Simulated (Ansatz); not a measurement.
# CH₉BSi₃: one species, many methods

One table from this session's results is given with a row withheld; the runs are named, their logs left out.

Program: Ansatz 0.2.0, Gaussian basis. Level of theory: functionals in def2-TZVPP, the program's frozen cores in correlated methods. These are calculated values, not measurements.

The runs, in order: PBE-D4, r2SCAN-D4, PBE0-D4, B3LYP-D4, ωB97X-V, ωB97M-V, B2PLYP; CCSD(T)/def2-TZVPP; MP2/def2-QZVPP; extrapolation to the limit.

## The relaxed structure

All runs share one geometry, relaxed beforehand with PBE0-D4 in a triple-zeta def2 set.

SMILES `[SiH3][Si]1([SiH3])BC1`, 14 atoms, charge 0, spin multiplicity 1.

Atoms are counted from 1 here; the program's logs count them from 0.

Bond lengths: Si1–Si2 2.333 Å, Si1–H6 1.489 Å, Si1–H7 1.489 Å, Si1–H8 1.487 Å, Si2–Si3 2.322 Å, Si2–B4 1.927 Å, Si2–C5 2.037 Å, Si3–H9 1.488 Å, Si3–H10 1.487 Å, Si3–H11 1.488 Å, B4–C5 1.493 Å, B4–H12 1.187 Å, C5–H13 1.089 Å, C5–H14 1.090 Å. Angles: Si2–Si1–H6 109.8°, Si2–Si1–H7 111.3°, Si2–Si1–H8 109.8°, H6–Si1–H7 108.2°, H6–Si1–H8 109.0°, H7–Si1–H8 108.8°, Si1–Si2–Si3 116.6°, Si1–Si2–B4 117.3°, Si1–Si2–C5 121.9°, Si3–Si2–B4 126.1°, Si3–Si2–C5 103.7°, B4–Si2–C5 44.1°, Si2–Si3–H9 108.5°, Si2–Si3–H10 110.4°, Si2–Si3–H11 111.4°, H9–Si3–H10 109.3°, H9–Si3–H11 108.9°, H10–Si3–H11 108.3° and more.

Set-up of the first run:

File in.yaml:

```yaml
crystal:
  periodic: [false, false, false]
  atoms:
    - {symbol: Si, position_ang: [-2.151330, 0.780820, 0.323237]}
    - {symbol: Si, position_ang: [-0.146201, -0.343103, -0.077545]}
    - {symbol: Si, position_ang: [1.288722, -0.583170, 1.731552]}
    - {symbol: B, position_ang: [0.171867, -0.972281, -1.870770]}
    - {symbol: C, position_ang: [1.091086, 0.174495, -1.610838]}
    - {symbol: H, position_ang: [-2.979732, 0.006642, 1.287761]}
    - {symbol: H, position_ang: [-1.907246, 2.131993, 0.898962]}
    - {symbol: H, position_ang: [-2.905833, 0.931992, -0.949335]}
    - {symbol: H, position_ang: [2.596648, -1.088064, 1.231840]}
    - {symbol: H, position_ang: [0.729015, -1.551179, 2.711914]}
    - {symbol: H, position_ang: [1.506212, 0.713805, 2.427755]}
    - {symbol: H, position_ang: [-0.447255, -1.347195, -2.812004]}
    - {symbol: H, position_ang: [1.157984, 1.036882, -2.272542]}
    - {symbol: H, position_ang: [1.982960, 0.079164, -0.991086]}
basis:
  gaussian: {orbitals: def2-TZVPP}
hamiltonian: {xc: pbe, dispersion: d4}
output: {forces: true, orbitals: {seedname: orbitals}}
```

Launch:

```console
$ ansatz run in.yaml --threads 4 --pin off --events-out ev --progress --plain --max-ram 10444MiB
```

Steps of the session up to this table: PBE-D4 (GGA); r2SCAN-D4 (meta-GGA); PBE0-D4 (hybrid); B3LYP-D4 (hybrid); ωB97X-V (range-separated); ωB97M-V (range-separated); B2PLYP (double hybrid); CCSD(T) in def2-TZVPP; MP2 in def2-QZVPP.

One table of the session follows, with a row left open; its other results are not shown here.

It belongs to the step «Atomisation energies». 

```
            method  atomisation energy (kJ/mol)
            PBE-D4                       4487.9
         r2SCAN-D4                       4495.8
           PBE0-D4                       4463.9
          B3LYP-D4                       4467.2
           ωB97X-V                       4497.9
           ωB97M-V                       4469.9
            B2PLYP                       4400.3
     HF/def2-TZVPP                       3377.8
    MP2/def2-TZVPP                       4347.3
   CCSD/def2-TZVPP                       4292.7
CCSD(T)/def2-TZVPP                            ?
           MP2/CBS                       4455.5
       CCSD(T)/CBS                       4457.1
```

Q: Estimate the row for CCSD(T)/def2-TZVPP from the others.

**Answer.** atomisation energy (kJ/mol): 4348.9. In the column «atomisation energy (kJ/mol)» it lies between MP2/def2-TZVPP (4347.3) and B2PLYP (4400.3).

Caveats from the session: Free atoms (3 Si, 1 B, 1 C, 9 H) were run apart at each level; the atomisation energy is their sum less the molecule, without zero-point or spin-orbit terms.
